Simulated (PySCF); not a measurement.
# CoSe2: the cost of one run

The runs use PySCF 2.14.0; each script names its method and basis.

5 further runs of the same task are left out: 5 that didn't finish.

**1. Starting geometry**

CoSe2⁻: 3 atoms, charge -1, spin multiplicity 1.

Bond lengths: Co1–Se2 2.101 Å, Co1–Se3 2.101 Å. Angles: Se2–Co1–Se3 141.1°.

Geometry (Å):

```
Co    0.0000    0.0000   -0.5084
Se    1.9812    0.0000    0.1917
Se   -1.9812    0.0000    0.1917
```

**2. Base script**

File input.py:

```python
from pyscf import gto, dft

mol = gto.M(
    atom='Co 0 0 -0.5084; Se 1.9812 0 0.1917; Se -1.9812 0 0.1917',
    basis='sbkjc',
    ecp={'Co': 'sbkjc', 'Se': 'sbkjc'},
    charge=-1,
    spin=0,
    verbose=4,
)
mf = dft.RKS(mol, xc='olyp')
mf = mf.density_fit(auxbasis='def2-universal-jkfit')
mf.level_shift = 0.3
mf = mf.newton()
mf.kernel()
mf.mulliken_pop()
mf.dip_moment()
print('orbital energies (hartree):', mf.mo_energy[..., max(0, mol.nelec[1]-3):mol.nelec[0]+3].round(4))
```

Launch:

```sh
> OMP_NUM_THREADS=1 python input.py
```

What time and memory should one allow on 1 thread of Arm Neoverse N1, shared host?

About 41 s, with a peak of 0.24 GiB.
